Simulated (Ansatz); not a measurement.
# Cu+ with Cl−: structure and interaction energy

The task here is to estimate one member of a computed series from the others.

Computed with Ansatz 0.2.0, Gaussian basis. Level: PBE0-D4 structure, single points in def2-TZVPPD.

Levels: PBE-D4, revPBE-D4, BLYP-D4, r2SCAN-D4, B97M-V, PBE0-D4, B3LYP-D4, HSE06-D4, wB97X-V, wB97M-V, B2PLYP, Hartree-Fock, MP2, CCSD, CCSD(T). The reference is CCSD(T) extrapolated to the basis limit. For elements past Ar these valence bases correlate outer-core shells poorly and lack relativity, so that limit is rough.

Cores are frozen in the correlated methods. The 3s and 3p shells of Cu and Zn are frozen; filled d shells are correlated. B3LYP uses VWN-RPA correlation. B2PLYP carries no dispersion term here.

150 further runs of the same task are left out: 150 set aside as unsound or not needed.

## Where the work starts

The pair, from a GFN2-xTB docking trial: 2 atoms, charge 0, spin multiplicity 1.

Atoms are counted from 1 here; the program's logs count them from 0.

Bond lengths: Cu1–Cl2 2.055 Å.

As a file:

```
Cu    0.0000    0.0000   -1.0275
Cl    0.0000    0.0000    1.0275
```

Atoms 1 to 1 are fragment A (Cu+), the rest fragment B (Cl−).

The first run:

pre/in.yaml

```yaml
crystal:
  periodic: [false, false, false]
  atoms:
    - {symbol: Cu, position_ang: [0.000000, -0.000000, -1.027500]}
    - {symbol: Cl, position_ang: [0.000000, 0.000000, 1.027500]}
basis:
  gaussian: {orbitals: def2-SVP}
hamiltonian: {xc: pbe, dispersion: d4}
relax: {f_tol: 0.03, max_steps: 250}
```

The run is started by

```console
$ ansatz run in.yaml --threads 2 --pin off --events-out ev --progress --plain --max-ram 5222MiB
```

Steps of the session up to this table: A first relaxation in a small basis; Relaxation at PBE0-D4; wB97X-V/def2-TZVPPD; wB97M-V/def2-TZVPPD; B2PLYP/def2-TZVPPD; B97M-V/def2-TZVPPD; CCSD(T)/def2-TZVPPD; Hartree-Fock/STO-3G; SPW92/def2-SVP; wB97M-V/def2-SVP; CCSD(T)/def2-SVP; Vibrations of the pair.

One table of the session follows, with a row left open; its other results are not shown here.

| method | interaction (meV) |
| --- | --- |
| PBE-D4 | -8284 |
| revPBE-D4 | -8070 |
| BLYP-D4 | -8192 |
| r2SCAN-D4 | -8224 |
| B97M-V | -8150 |
| PBE0-D4 | -7876 |
| B3LYP-D4 | -7902 |
| HSE06-D4 | -7871 |
| wB97X-V | -7718 |
| wB97M-V | -7706 |
| B2PLYP | -7737 |
| Hartree-Fock | -6618 |
| MP2 | -7535 |
| CCSD | -7288 |
| CCSD(T) | -7412 |
| CCSD(T)/CBS | ? |

Estimate the missing values for CCSD(T)/CBS.

**Answer.** interaction (meV): -7708. In the column «interaction (meV)» it lies between wB97X-V (-7718) and wB97M-V (-7706).
